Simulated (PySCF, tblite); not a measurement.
# C6H13FOSi: geometry, infrared bands and NMR shifts

What infrared bands and NMR shifts should C6H13FOSi (`C=C(C)[SiH2][C@H](F)OCC`) show?

Computed with tblite 0.8.0 and PySCF 2.14.0, with density-fitted response routines of our own, on a single molecule in the gas phase. Atoms count from 0, in the outputs and in this text.

**1. The molecule as given**

22 atoms, charge 0, multiplicity 1; geometry from: force field or distance geometry start.

Bonds of the start (Å): C0–C1 1.35, C1–C2 1.51, C1–Si3 1.89, Si3–C4 1.88, C4–F5 1.36, C4–O6 1.43, O6–C7 1.42, C7–C8 1.52, C0–H9 1.07, C0–H10 1.09, C2–H11 1.11, C2–H12 1.08, C2–H13 1.09, Si3–H14 1.49, Si3–H15 1.51, C4–H16 1.10, C7–H17 1.09, C7–H18 1.09, C8–H19 1.09, C8–H20 1.10, C8–H21 1.09.

**2. Relaxing the molecule with GFN2-xTB**

What the job is given:

```
{"job": {"kind": "relax", "xc": "GFN2-xTB", "basis": "xTB"}, "charge": 0, "multiplicity": 1}
C      3.415300     1.032600    -0.667900
C      2.310000     0.413600    -0.202900
C      2.021500    -1.033100    -0.512400
Si     1.074800     1.274000     0.933900
C     -0.696400     1.087300     0.337400
F     -1.508200     1.799600     1.166500
O     -1.223100    -0.239900     0.265100
C     -2.573200    -0.250200    -0.165800
C     -3.029300    -1.700900    -0.268300
H      4.111400     0.521800    -1.307800
H      3.633700     2.069200    -0.429200
H      1.086800    -1.117700    -1.099600
H      2.809000    -1.484100    -1.097700
H      1.911400    -1.627000     0.394300
H      1.456200     2.714600     1.012700
H      1.248500     0.701700     2.321400
H     -0.765900     1.548500    -0.660500
H     -3.211300     0.276100     0.546900
H     -2.658800     0.229800    -1.144900
H     -2.398300    -2.251500    -0.965200
H     -4.076600    -1.750700    -0.600800
H     -2.948000    -2.194500     0.702500
```

The run is started by

```
OMP_NUM_THREADS=1 python probes_run.py task.json out
```

The driver reads the jobs from task.json and runs them one after another.

**Question.** This job is followed by: GFN2-xTB harmonic vibrations, gas phase; GIAO PBE0/pcSseg-1 NMR shielding, non-relativistic, gas phase. What will the session give for the following? strongest single infrared mode (GFN2-xTB); zero-point energy (GFN2-xTB); ¹³C shifts against TMS (PBE0/pcSseg-1); ¹H shifts against TMS (PBE0/pcSseg-1, means over atoms taken as alike); ²⁹Si shifts against TMS (PBE0/pcSseg-1); ¹⁹F shifts against CFCl3 (PBE0/pcSseg-1); ¹⁷O shifts against H2O (PBE0/pcSseg-1).

As calculated:

```
                                                              quantity                                                     value
                             strongest single infrared mode (GFN2-xTB)                                     2255 cm⁻¹, 297 km/mol
                                          zero-point energy (GFN2-xTB)                                            108.8 kcal/mol
                                ¹³C shifts against TMS (PBE0/pcSseg-1)                 150.1, 137.0, 118.7, 70.3, 27.7, 17.6 ppm
¹H shifts against TMS (PBE0/pcSseg-1, means over atoms taken as alike)  6.08, 5.76, 5.71, 4.52, 4.37, 4.26, 3.38, 2.12, 1.41 ppm
                               ²⁹Si shifts against TMS (PBE0/pcSseg-1)                                                 -42.4 ppm
                              ¹⁹F shifts against CFCl3 (PBE0/pcSseg-1)                                                -172.6 ppm
                                ¹⁷O shifts against H2O (PBE0/pcSseg-1)                                                 111.0 ppm
```

What this shows: Over 110 steps the energy fell by 0.275 eV; of the close pairs, C4–O6 changed most, 1.430 to 1.371 Å. All 60 modes are real, so the xTB geometry is a minimum. The strongest single mode, at 2255 cm⁻¹, moves mainly H14. GFN2-xTB is a fitted tight-binding method: band positions and strengths are rough. Its intensities can rank the bands wrongly. The most deshielded carbon is C1 (fully substituted alkene carbon), at 150.1 ppm: an sp2 carbon of a C=C bond. At PBE0/pcSseg-1: Shielding is most anisotropic at C1 (span 254 ppm, paramagnetic term -226 ppm).
